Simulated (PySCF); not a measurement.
# LiBr: the SCF solver's settings

Aim: find out which solver settings change the answer for LiBr.

The runs use PySCF 2.14.0; method and basis as typed in the scripts.

1 further run of the same task is left out (it didn't finish).

## 1. Where the work starts

LiBr: 2 atoms, charge 0, spin multiplicity 1.

Bond lengths: Li1–Br2 2.232 Å.

## 2. The base run

Input file input.py:

```python
from pyscf import gto, scf, tdscf

mol = gto.M(
    atom='Li 0 0 0; Br 0 0 2.232',
    basis='jorge-dzp-dkh',
    charge=0,
    spin=0,
    verbose=4,
)
mf = scf.RHF(mol)
mf = mf.sfx2c1e()
mf.kernel()
td = tdscf.TDA(mf)
td.nstates = 3
td.kernel()
td.analyze()
mf.dip_moment()
print('orbital energies (hartree):', mf.mo_energy[..., max(0, mol.nelec[1]-3):mol.nelec[0]+3].round(4))
```

Run with:

```console
$ OMP_NUM_THREADS=1 python input.py
```

Its log is not repeated here.

It gives: E(SCF) = -2611.840963 Eh, 9 cycles, μ = 7.80 D, excitations 5.07, 5.07, 5.73 eV.

The bond length is a typed value, not an optimised one.

## 3. Convergence threshold 1e-05 hartree

Run 1 changes convergence threshold: default → 1e-05 hartree.

Input file input.py:

```python
from pyscf import gto, scf, tdscf

mol = gto.M(
    atom='Li 0 0 0; Br 0 0 2.232',
    basis='jorge-dzp-dkh',
    charge=0,
    spin=0,
    verbose=4,
)
mf = scf.RHF(mol)
mf = mf.sfx2c1e()
mf.conv_tol = 1e-05
mf.kernel()
td = tdscf.TDA(mf)
td.nstates = 3
td.kernel()
td.analyze()
mf.dip_moment()
print('orbital energies (hartree):', mf.mo_energy[..., max(0, mol.nelec[1]-3):mol.nelec[0]+3].round(4))
```

Run with:

```console
$ OMP_NUM_THREADS=1 python input.py
```

## 4. Second-order solver on

Run 2 changes second-order solver: off → on.

Changes to input.py since step 2:

```diff
@@ -11,2 +11,3 @@
 mf = mf.sfx2c1e()
+mf = mf.newton()
 mf.kernel()
```

**Question.** What will these runs give? Wanted: for each run, E(SCF); from base; gap; SCF dipole; after the SCF.

The runs gave:

| run | E(SCF) (hartree) | from base (eV) | cycles | gap (eV) | SCF dipole (D) | after the SCF |
| --- | --- | --- | --- | --- | --- | --- |
| base | -2611.840963 | 0 | 9 | 9.02 | 7.80 | lowest root found 5.07 eV |
| convergence threshold 1e-05 hartree | -2611.840963 | 0.0000 | 6 | 9.02 | 7.80 | lowest root found 5.07 eV |
| second-order solver on | -2611.840963 | 0.0000 | 3 macro | 9.02 | 7.80 | lowest root found 5.07 eV |

Distance from each run's final energy (log10 hartree) by cycle:

| run | cycle 1 | cycle 2 | cycle 3 | cycle 5 | cycle 8 | cycle 12 |
| --- | --- | --- | --- | --- | --- | --- |
| base | -1.6 | -2.6 | -3.9 | -5.6 | -9.7 | done |
| convergence threshold 1e-05 hartree | -1.6 | -2.6 | -3.9 | -5.6 | done | done |
| second-order solver on | -4.1 | < -11 | < -11 | done | done | done |

In words: No change of the SCF energy comes from convergence threshold 1e-05 hartree or second-order solver on.
